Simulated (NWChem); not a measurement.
# CH2Br2 (dibromomethane) at 4 levels

Aim: a comparison of 4 runs (HF/def2-SVPD, B3LYP/pcseg-1, B3LYP/6-31G*) of CH2Br2 (dibromomethane). 

The results are computed with NWChem 7.3.0.

## (1) The system as given

CH2Br2: 5 atoms, total charge 0, spin state singlet. SMILES: `BrCBr`. Geometry: relaxed at PBE0-D4/def2-TZVP.

Bond lengths: Br1–C2 1.922 Å, C2–Br3 1.922 Å, C2–H4 1.084 Å, C2–H5 1.084 Å. Angles: Br1–C2–Br3 113.8°, Br1–C2–H4 107.8°, Br1–C2–H5 107.8°, Br3–C2–H4 107.8°, Br3–C2–H5 107.8°, H4–C2–H5 112.1°.

## (2) Energy and gradient at HF/def2-SVPD (run 1)

File calc.nw:

```
start calc
title "CH2Br2"
memory stack 880 mb heap 220 mb global 1100 mb
geometry units au noautosym nocenter noautoz
   Br  -1.10051980  -1.65037341   2.83519390
   C   -0.19851573   0.23445832  -0.13600359
   Br   3.04907310  -0.65033035  -1.50106615
   H   -0.14329793   2.21725346   0.37424136
   H   -1.60673964  -0.15098912  -1.57238442
end
basis spherical bse
   * library def2-SVPD
end
scf
   nopen 0
   rhf
   thresh 1e-08
   maxiter 80
end
task scf gradient
```

The run is started by

```bash
$ nwchem calc.nw > calc.out
```

Output:

```text
[...]
  functions       =   118
[...]
  wavefunction    = RHF
[...]
         Total SCF energy =  -5183.200003723797
      One-electron energy =  -7920.761976409282
      Two-electron energy =   2384.556691701967
 Nuclear repulsion energy =    353.005280983519
        Time for solution =     22.1s
[...]
                         RHF ENERGY GRADIENTS
    atom               coordinates                        gradient
                 x          y          z           x          y          z
   1 Br     -1.100520  -1.650373   2.835194    0.000442   0.000908  -0.001437
   2 C      -0.198516   0.234458  -0.136004    0.001685  -0.001968   0.001123
   3 Br      3.049073  -0.650330  -1.501066   -0.001588   0.000427   0.000674
   4 H      -0.143298   2.217253   0.374241    0.000866   0.002154   0.001330
   5 H      -1.606740  -0.150989  -1.572384   -0.001405  -0.001522  -0.001691
[...]
```

Wall time 28 s (1 thread of AMD EPYC 9R45 (Zen 5), shared host); peak memory 0.1 GiB.

## (3) Energy and gradient at B3LYP/pcseg-1 (run 2)

File run.py:

```python
from ase import Atoms
from ase.calculators.nwchem import NWChem

mol = Atoms(['Br', 'C', 'Br', 'H', 'H'], positions=[
    [-0.582370, -0.873340, 1.500320],
    [-0.105050, 0.124070, -0.071970],
    [1.613500, -0.344140, -0.794330],
    [-0.075830, 1.173320, 0.198040],
    [-0.850250, -0.079900, -0.832070],
])

calc = NWChem(
    label='a',
    theory='dft',
    memory='2200 mb',
    basis='pcseg-1',
    basispar='spherical bse',
    dft={'xc': 'b3lyp', 'mult': '1', 'grid': 'xfine', 'convergence': 'energy 1e-08', 'iterations': '100', 'mulliken': None},
)
mol.calc = calc

forces = mol.get_forces()
print(f"energy = {mol.get_potential_energy():.6f} eV")
print("forces (eV/A):")
for s, f in zip(mol.symbols, forces):
    print(f"{s:2s} {f[0]:10.5f} {f[1]:10.5f} {f[2]:10.5f}")
print("dipole (e A):", mol.get_dipole_moment().round(4))
```

The run is started by

```bash
$ export ASE_NWCHEM_COMMAND="nwchem PREFIX.nwi > PREFIX.nwo"
$ python run.py
```

Output:

```text
energy = -141147.466970 eV
forces (eV/A):
Br   -0.21392   -0.32057    0.55078
C    -0.24950    0.29367   -0.16954
Br    0.59315   -0.12645   -0.29208
H    -0.01414    0.15869    0.02288
H    -0.11560   -0.00535   -0.11205
dipole (e A): [-0.1847  0.2181 -0.1265]
```

The calculator wrote a.nwi:

```
title "a"

permanent_dir a

scratch_dir a

start a

geometry units angstrom nocenter noautosym noautoz
  Br -5.8237000000000005e-01 -8.7334000000000001e-01 1.5003200000000001e+00
  C  -1.0505000000000000e-01 1.2407000000000000e-01 -7.1970000000000006e-02
  Br 1.6134999999999999e+00 -3.4414000000000000e-01 -7.9432999999999998e-01
  H  -7.5829999999999995e-02 1.1733199999999999e+00 1.9803999999999999e-01
  H  -8.5024999999999995e-01 -7.9899999999999999e-02 -8.3206999999999998e-01
end

memory 2200 mb

basis spherical bse noprint
   * library pcseg-1
end

dft
  xc b3lyp
  mult 1
  grid xfine
  convergence energy 1e-08
  iterations 100
  mulliken
end

task dft gradient
```

a.nwo:

```text
Northwest Computational Chemistry Package (NWChem) 7.3.0
             --------------------------------------------------------

           Job information
           ---------------

    nwchem branch   = 7.3.0
    use scalapack   = T
    input           = a.nwi
    prefix          = a.
    data base       = a/a.db
    status          = startup
    nproc           =        1

           Memory information
           ------------------

    heap     =     72089600 doubles =      550.0 Mbytes
    stack    =     72089597 doubles =      550.0 Mbytes
    global   =    144179200 doubles =     1100.0 Mbytes (distinct from heap & stack)
    total    =    288358397 doubles =     2200.0 Mbytes
    verify   = yes
    hardfail = no

           Directory information
           ---------------------

  0 permanent = a
  0 scratch   = a

                                NWChem Input Module
                                -------------------

                                         a
                                         -

[... 86 lines left out ...]
  convergence criterion.
[... 17 lines left out ...]
          Convergence on gradient requested:  5.00D-04
[... 26 lines left out ...]
          Convergence aids based upon iterative change in
[... 28 lines left out ...]
 1-e energy   =   -7918.959720
[... 48 lines left out ...]
         Total DFT energy =    -5187.073780194962
[... 2 lines left out ...]
    Exchange-Corr. energy =     -188.880892126661
[... 638 lines left out ...]
          Convergence on energy requested:  1.00D-08
[... 24 lines left out ...]
          Spatial weights used:  Erf1
[... 4 lines left out ...]
          total energy or number of iterations.
[... 18 lines left out ...]
                            NWChem DFT Gradient Module
                            --------------------------

                                         a

  charge          =   0.00
  wavefunction    = closed shell

                         DFT ENERGY GRADIENTS

    atom               coordinates                        gradient
                 x          y          z           x          y          z
   1 Br     -1.100520  -1.650373   2.835194    0.004160   0.006234  -0.010711
   2 C      -0.198516   0.234458  -0.136004    0.004852  -0.005711   0.003297
   3 Br      3.049073  -0.650330  -1.501066   -0.011535   0.002459   0.005680
   4 H      -0.143298   2.217253   0.374241    0.000275  -0.003086  -0.000445
   5 H      -1.606740  -0.150989  -1.572384    0.002248   0.000104   0.002179

                 ----------------------------------------
                 |  Time  |  1-e(secs)   |  2-e(secs)   |
                 ----------------------------------------
                 |  CPU   |       0.00   |       2.39   |
                 ----------------------------------------
                 |  WALL  |       0.00   |       2.39   |
                 ----------------------------------------

 Task  times  cpu:       14.5s     wall:       14.5s
 Total times  cpu:       14.5s     wall:       14.5s
```

Run time: 15 s. Hardware: 1 thread of AMD EPYC 9R45 (Zen 5), shared host; peak memory 0.13 GiB.

Run 3 isn't shown in full; the table further down has it.

## (4) Energy and forces at B3LYP/6-31G(d) (Cartesian functions) (run 4)

File mol.nw:

```
start mol
title "CH2Br2 gradient"
memory total 2200 mb

geometry noautosym nocenter noautoz
  Br   -0.582370   -0.873340    1.500320
  C    -0.105050    0.124070   -0.071970
  Br    1.613500   -0.344140   -0.794330
  H    -0.075830    1.173320    0.198040
  H    -0.850250   -0.079900   -0.832070
end

basis cartesian
  * library 6-31G*
end

dft
  xc b3lyp
  grid xfine
  convergence energy 1e-08
  maxiter 100
  mulliken
end

task dft gradient
```

The run is started by

```bash
$ nwchem mol.nw > mol.out
```

Output:

```text
[...]
          Wavefunction type:  closed shell.
          No. of atoms     :     5
          No. of electrons :    78
[...]
          Charge           :     0
          Spin multiplicity:     1
[...]
          AO basis - number of functions:    89
[...]
              XC Information
              --------------
                         B3LYP Method XC Potential
                     Hartree-Fock (Exact) Exchange  0.200
                        Slater Exchange Functional  0.800 local
                    Becke 1988 Exchange Functional  0.720 non-local
              Lee-Yang-Parr Correlation Functional  0.810
                  VWN I RPA Correlation Functional  0.190 local
[...]
 d= 0,ls=0.0,diis     1  -5186.9813435801 -5.54D+03  1.52D-02  2.97D+00     2.0
[...]
 d= 0,ls=0.0,diis     8  -5187.0673969755 -6.98D-10  1.92D-06  3.19D-08    11.7
         Total DFT energy =    -5187.067396975542
      One electron energy =    -7919.360968195136
           Coulomb energy =     2568.043056777365
    Exchange-Corr. energy =     -188.754791713317
 Nuclear repulsion energy =      353.005306155547
[...]
      Total Density - Mulliken Population Analysis
     ---------------------------------------------
    Atom       Charge   Shell Charges
 -----------   ------   -------------------------------------------------------
    1 Br  35    35.03   2.00  1.99  6.00  1.93  5.99  1.63  3.78  0.35  1.27  7.02  2.95  0.13
    2 C    6     6.41   1.99  0.70  1.99  0.69  1.00  0.04
    3 Br  35    35.03   2.00  1.99  6.00  1.93  5.99  1.63  3.78  0.35  1.27  7.02  2.95  0.13
    4 H    1     0.76   0.52  0.24
    5 H    1     0.76   0.52  0.24
[...]
  wavefunction    = closed shell
                         DFT ENERGY GRADIENTS
    atom               coordinates                        gradient
                 x          y          z           x          y          z
   1 Br     -1.100520  -1.650373   2.835194    0.004144   0.006070  -0.010501
   2 C      -0.198516   0.234458  -0.136004    0.005072  -0.005969   0.003446
   3 Br      3.049073  -0.650330  -1.501066   -0.011295   0.002357   0.005624
   4 H      -0.143298   2.217253   0.374241    0.000755  -0.001689   0.000337
   5 H      -1.606740  -0.150989  -1.572384    0.001324  -0.000769   0.001094
[...]
```

Wall time 17 s (1 thread of AMD EPYC 9R45 (Zen 5), shared host); peak memory 0.14 GiB.

## (5) Overview of the runs

```csv
run,level,iteration cap,module,energy (Eh),dipole moment (D),HOMO energy (eV),LUMO energy (eV),wall time
1,HF/def2-SVPD,80,scf,-5183.200004,1.65,-11.10,1.74,28 s
2,B3LYP/pcseg-1,100,dft,-5187.073780,1.50,-7.82,-1.11,15 s
3,B3LYP/6-31G* (spherical functions),100,dft,-5187.049567,1.64,-7.83,-1.13,16 s
4,B3LYP/6-31G* (Cartesian functions),100,dft,-5187.067397,1.63,-7.83,-1.14,17 s
```

## (6) Outcome

| quantity | value |
| --- | --- |
| run 4: total energy | -5187.06740 Eh |
| run 4: dipole moment | 1.63 D |
| run 4: HOMO energy | -7.83 eV |
| run 4: LUMO energy | -1.14 eV |
| run 4: HOMO–LUMO gap | 6.69 eV |
| run 4: largest force on an atom | 0.660 eV/Å |

In words: The dipole moment (its size) runs from 1.50 D (B3LYP/pcseg-1) to 1.65 D (HF/def2-SVPD). The two ends differ in method and basis. The HOMO–LUMO gap runs from 6.69 eV (B3LYP/6-31G*) to 12.85 eV (HF/def2-SVPD). All runs together took 76 s, the longest 28 s.
